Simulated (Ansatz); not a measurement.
**H₂Br (doublet): wave-function methods side by side at distance Br1–H2 along a hydrogen transfer = 1.785 Å, cc-pVDZ**

Aim: climb from Hartree-Fock through coupled cluster and multireference methods for H₂Br (doublet) at one geometry and basis, and see what each rung misses.

Method: cc-pVDZ, core rule «outside noble gas», up to 14 orbitals frozen; program: Ansatz 0.2.0, Gaussian basis.

To be run: UHF; CCSD(T) on ROHF; CCSD(T) on UHF; BCCD(T) on ROHF; CISD; CCSDT(Q) on ROHF; CCSDT(Q) on UHF; CISDTQ; CCSDTQ on ROHF; CCSDTQ on UHF; CASSCF and MRCISD+Q, 3 electrons in 3 orbitals; CASSCF and NEVPT2, 3 electrons in 3 orbitals; CASSCF and MRCISD+Q, 9 electrons in 6 orbitals; CASSCF and NEVPT2, 9 electrons in 6 orbitals; Full CI.

## Step 1: The system

The geometry derives from fragments relaxed apart (PBE0/def2-TZVP) and kept rigid, so it is no stationary point. A hydrogen atom is moved between rigid fragments. No spin-orbit coupling is included. The filled d shell of Br may be among the frozen orbitals whatever the setting's name suggests; the logs give the count.

3 atoms, charge 0, spin multiplicity 2.

Atoms are counted from 1 here; the program's logs count them from 0.

Bond lengths: Br1–H2 1.785 Å.

## Step 2: UHF

The input, in.yaml:

```yaml
crystal:
  periodic: [false, false, false]
  atoms:
    - {symbol: Br, position_ang: [0.000000, 0.000000, -1.529333]}
    - {symbol: H, position_ang: [0.000000, 0.000000, 0.255667]}
    - {symbol: H, position_ang: [0.000000, 0.000000, 1.273667]}
basis:
  gaussian: {orbitals: cc-pVDZ}
magnetization: {spin_polarized: true, initial_magnetization: 1}
hamiltonian: {xc: hf}
output: {orbitals: {seedname: orbitals}}
```

Command:

```
ansatz run in.yaml --threads 1 --pin off --events-out ev --progress --plain --max-ram 4096MiB --backend cpu
```

After this run come: CCSD(T) on ROHF; CCSD(T) on UHF; BCCD(T) on ROHF; CISD; CCSDT(Q) on ROHF; CCSDT(Q) on UHF; CISDTQ; CCSDTQ on ROHF; CCSDTQ on UHF; CASSCF and MRCISD+Q, 3 electrons in 3 orbitals; CASSCF and NEVPT2, 3 electrons in 3 orbitals; CASSCF and MRCISD+Q, 9 electrons in 6 orbitals; CASSCF and NEVPT2, 9 electrons in 6 orbitals; Full CI.

Q: Predict the results of all the runs planned. Wanted: FCI below the RHF energy; RMP2 from FCI; UMP2 from FCI; RCCSD from FCI; RCCSD(T) from FCI; UCCSD(T) from FCI; RCCSDT(Q) from FCI; UCCSDT(Q) from FCI; NEVPT2 pair from FCI.

**Answer**, as computed:

| quantity | value |
| --- | --- |
| FCI below the RHF energy | -4.5365 eV |
| RMP2 from FCI | +701.2 meV |
| UMP2 from FCI | +722.1 meV |
| RCCSD from FCI | +78.5 meV |
| RCCSD(T) from FCI | +16.3 meV |
| UCCSD(T) from FCI | +16.1 meV |
| RCCSDT(Q) from FCI | +0.5 meV |
| UCCSDT(Q) from FCI | -0.5 meV |
| NEVPT2 pair from FCI | +515.6 meV |
| NEVPT2 valence from FCI | +841.6 meV |
| MRCISD+Q valence from FCI | -3.7 meV |
| levels within 1 kcal/mol (43 meV) | RCCSD(T), UCCSD(T), BCCD(T), RCCSDT, UCCSDT, CISDTQ, RCCSDT(Q), UCCSDT(Q), RCCSDTQ, UCCSDTQ, MRCISD+Q valence |
| T1 diagnostic | 0.028 |
| effectively unpaired electrons | 1.04 |

RCCSD(T) lands +16.3 meV from the yardstick (0.4 % of the correlation energy). MRCISD+Q valence falls below full CI: the +Q correction isn't variational, and the cores differ from full CI's. One determinant dominates. Of the multireference levels listed MRCISD+Q valence comes nearest in total energy (-3.7 meV), which doesn't show that its space is the better one. These misses are within one basis, not against nature; the frozen cores of restricted and unrestricted runs differ, which can shift their rows.
